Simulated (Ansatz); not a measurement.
Run this with Ansatz 0.2.0 through its Python package and show what comes out.

Contents of `taco_taco_pm_3m.extxyz`:
```text
2
Lattice="3.068399 0.0 0.0 0.0 3.068399 0.0 0.0 0.0 3.068399" Properties=species:S:1:pos:R:3:initial_magmoms:R:1 pbc="T T T"
Ta    0.00000000    0.00000000    0.00000000  0.00
Co    1.53419950    1.53419950    1.53419950  2.50
```

Contents of `taco_taco3_pm_3m.cif`:
```cif
data_TaCo3
_cell_length_a 3.670000
_cell_length_b 3.670000
_cell_length_c 3.670000
_cell_angle_alpha 90.00000
_cell_angle_beta 90.00000
_cell_angle_gamma 90.00000
_symmetry_space_group_name_H-M 'P 1'
_symmetry_Int_Tables_number 1
loop_
_symmetry_equiv_pos_as_xyz
'x, y, z'
loop_
_atom_site_label
_atom_site_type_symbol
_atom_site_fract_x
_atom_site_fract_y
_atom_site_fract_z
Ta1 Ta    0.000000    0.000000    0.000000
Co2 Co    0.000000    0.500000    0.500000
Co3 Co    0.500000    0.000000    0.500000
Co4 Co    0.500000    0.500000    0.000000
```

Contents of `taco_ta.vasp`:
```text
Ta
1.0
  -1.65128000    1.65128000    1.65128000
   1.65128000   -1.65128000    1.65128000
   1.65128000    1.65128000   -1.65128000
Ta
1
Direct
   0.00000000    0.00000000    0.00000000
```

The script reads `taco_co.xyz`:
```text
2
Lattice="2.5074 0.0 0.0 -1.2537 2.1714721 0.0 0.0 0.0 4.0699" Properties=species:S:1:pos:R:3:initial_magmoms:R:1 pbc="T T T"
Co   -0.00000000    1.44764807    1.01747500  2.50
Co    1.25370000    0.72382403    3.05242500  2.50
```

`hull_taco.py`:
```python
# -*- coding: utf-8 -*-
from collections import Counter
import warnings

import ansatz as az
from ase.io import read
import numpy as np

POLARISED = {'TaCo Pm-3m', 'TaCo3 Pm-3m', 'Co'}


def compute(name, crystal):
    calc = (
        crystal.calculation()
        .scf(algorithm='direct_min')
        .functional(az.Functional.PBESOL)
        .initial_density(normalization='cell')
        .mixing('broyden', beta=0.7)
        .basis(460)
        .kpoints(spacing=0.3)
        .occupations('fermi_dirac', width=0.05)
    )
    if name in POLARISED:
        calc = calc.spin('collinear')
    calc = calc.relax(force_tolerance=0.03, max_steps=40, fix_cell=['shape'])
    return calc.run(threads=1)


def counts(outcome):
    return Counter(site.symbol for site in outcome.lattice.sites)

def formation_energy(outcome, mu):
    n = counts(outcome)
    return (outcome.report['energy_sigma0_ev'] - sum(k * mu[element] for element, k in n.items())) / sum(n.values())


def main():
    warnings.simplefilter('ignore', az.DeckWarning)

    phases = {}
    taco_pm_3m = az.Crystal.from_extxyz('taco_taco_pm_3m.extxyz')
    phases['TaCo Pm-3m'] = taco_pm_3m
    atoms = read('taco_taco3_pm_3m.cif')
    taco3_pm_3m = az.Crystal.from_ase(atoms).moments(Co=2.5)
    phases['TaCo3 Pm-3m'] = taco3_pm_3m
    atoms = read('taco_ta.vasp', format='vasp')
    ta = az.Crystal.from_ase(atoms)
    phases['Ta'] = ta
    co = az.Crystal.from_extxyz('taco_co.xyz')
    phases['Co'] = co

    done = {}
    for name, crystal in phases.items():
        done[name] = compute(name, crystal)
        print(f'{name}: {done[name].report["energy_sigma0_ev"]:.4f} eV, {len(done[name].lattice.sites)} atoms')

    references = {'Ta': 'Ta', 'Co': 'Co'}
    mu = {element: done[name].report['energy_sigma0_ev'] / len(done[name].lattice.sites) for element, name in references.items()}
    points = sorted((counts(o)['Co'] / len(o.lattice.sites), formation_energy(o, mu), name) for name, o in done.items())

    hull = []
    for x, e, _ in points:
        while len(hull) > 1 and (hull[-1][0] - hull[-2][0]) * (e - hull[-2][1]) - (hull[-1][1] - hull[-2][1]) * (x - hull[-2][0]) <= 0:
            hull.pop()
        hull.append((x, e))
    rows = [(name, x, e, e - np.interp(x, *zip(*hull))) for x, e, name in points]
    print('| phase | x(Co) | E_form (eV/atom) | above hull (eV/atom) |')
    print('| --- | --- | --- | --- |')
    for row in rows:
        print(f'| {row[0]} | {row[1]:.3f} | {row[2]:.4f} | {row[3]:.4f} |')
    print('on the hull of these phases:', ', '.join(row[0] for row in rows if row[3] < 1e-6))


if __name__ == '__main__':
    main()
```

```console
$ python hull_taco.py
TaCo Pm-3m: -14899.6869 eV, 2 atoms
RunWarning: the starting moments were not kept: the SCF closed with an absolute magnetisation of 6.2e-5 μB, where they sum to 7.5 μB in size (3 sites). That is at most 0.1 of that sum. Measured as [...]
TaCo3 Pm-3m: -25086.5938 eV, 4 atoms
Ta: -9806.4802 eV, 1 atoms
Co: -10185.9847 eV, 2 atoms
| phase | x(Co) | E_form (eV/atom) | above hull (eV/atom) |
| --- | --- | --- | --- |
| Ta | 0.000 | 0.0000 | 0.0000 |
| TaCo Pm-3m | 0.500 | -0.1072 | 0.0822 |
| TaCo3 Pm-3m | 0.750 | -0.2841 | 0.0000 |
| Co | 1.000 | 0.0000 | 0.0000 |
on the hull of these phases: Ta, TaCo3 Pm-3m, Co
```
(Warnings from the package without file and line, shortened, repeats left out.)

Reading the output:
- The settings weren't tested for convergence.
- The SCF didn't keep the moments it started from (some shrank, vanished or turned); what is printed is the state reached.
- For the metals among these phases the mesh is modest: differences between phases can be off by up to 40 meV an atom.
- Atoms and volume are relaxed with the cell's shape held, which in cells of lower than cubic symmetry can hide stresses and shift volumes.
- Spin-orbit coupling, which matters for elements this heavy, is left out.
- The cells come from databases of deposited and of computed structures, and not all need be stable phases.
- Differences under about 40 meV an atom lie within the error of mesh and functional, so such verdicts may flip; only the cells listed enter the hull.
- The script silences the warnings on its input, which a real study should read.
- It ran for 5.4 min on 1 thread of Arm Neoverse V2 (shared host), peak memory 0.69 GiB.
